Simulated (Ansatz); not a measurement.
This script makes an atomisation energy of CH4ClFSi, SMILES FC([SiH3])Cl with Ansatz 0.2.0, Python API.

Script `tae_ch4clfsi.py`:
```python
'''Energy to split CH4ClFSi into its atoms.'''

from collections import Counter

import ansatz as az

BASIS_SET = 'def2-SVPD'
METHOD = 'MP2'


def energy(molecule, charge=0, unpaired=0):
    calc = (
        molecule.calculation()
        .basis(gaussian=BASIS_SET)
        .correlation(METHOD)
    )
    if charge:
        calc = calc.charge(charge)
    if unpaired:
        calc = calc.spin('collinear', total=unpaired)
    return calc.run().report['free_energy_ev']

ch4clfsi = (
    az.Crystal.molecule()
    .atom('F', [-1.4922, 1.0836, 0.1199])
    .atom('C', [-0.4686, 0.6089, -0.55])
    .atom('Si', [0.4534, -0.4922, 0.5548])
    .atom('Cl', [-0.9712, -0.2839, -1.966])
    .atom('H', [0.136, 1.4433, -0.9312])
    .atom('H', [1.0, 0.2622, 1.7538])
    .atom('H', [1.7129, -1.0551, -0.1079])
    .atom('H', [-0.2781, -1.6241, 1.0708])
)

# unpaired electrons of the ground-state atoms
unpaired = {'F': 1, 'C': 2, 'Si': 2, 'Cl': 1, 'H': 1}
counts = Counter(site.symbol for site in ch4clfsi.cartesian_sites)
atom_energy = {s: energy(az.Crystal.molecule().atom(s, (0, 0, 0)), 0, unpaired[s]) for s in counts}
whole = energy(ch4clfsi, 0, 0)
for s, e in atom_energy.items():
    print(f'{s:2s} x{counts[s]}  {e:14.5f} eV')
print(f'CH4ClFSi: {whole:.5f} eV')
split = sum(counts[s] * e for s, e in atom_energy.items()) - whole
print(f'atomisation energy (no zero-point term): {96.485332 * split:.1f} kJ/mol, {split / sum(counts.values()):.3f} eV an atom')
```

What does it cost to take this molecule apart into atoms?

2398.8 kJ/mol from the electronic energies, without the zero-point term.

The output:

```console
$ python tae_ch4clfsi.py
F  x1     -2705.78400 eV
C  x1     -1025.86273 eV
Si x1     -7858.67695 eV
Cl x1    -12502.15093 eV
H  x4       -13.58606 eV
CH4ClFSi: -24171.68115 eV
atomisation energy (no zero-point term): 2398.8 kJ/mol, 3.108 eV an atom
```

What to keep in mind:
- Total energies depend on the basis set; only differences at equal settings carry meaning.
- The geometry is a force-field or estimated start, not a minimum of this method, and the basis set is short of its limit. All parts are taken at fixed geometry, without zero-point energy.
- In double-zeta sets correlated atomisation energies come out some 10 to 15 % low.
- The whole script took 2.7 s on 1 thread of Arm Neoverse V2, with other jobs on the host, peak memory 0.31 GiB.

(Lines on the test bed's own set-up are left out of the output.)
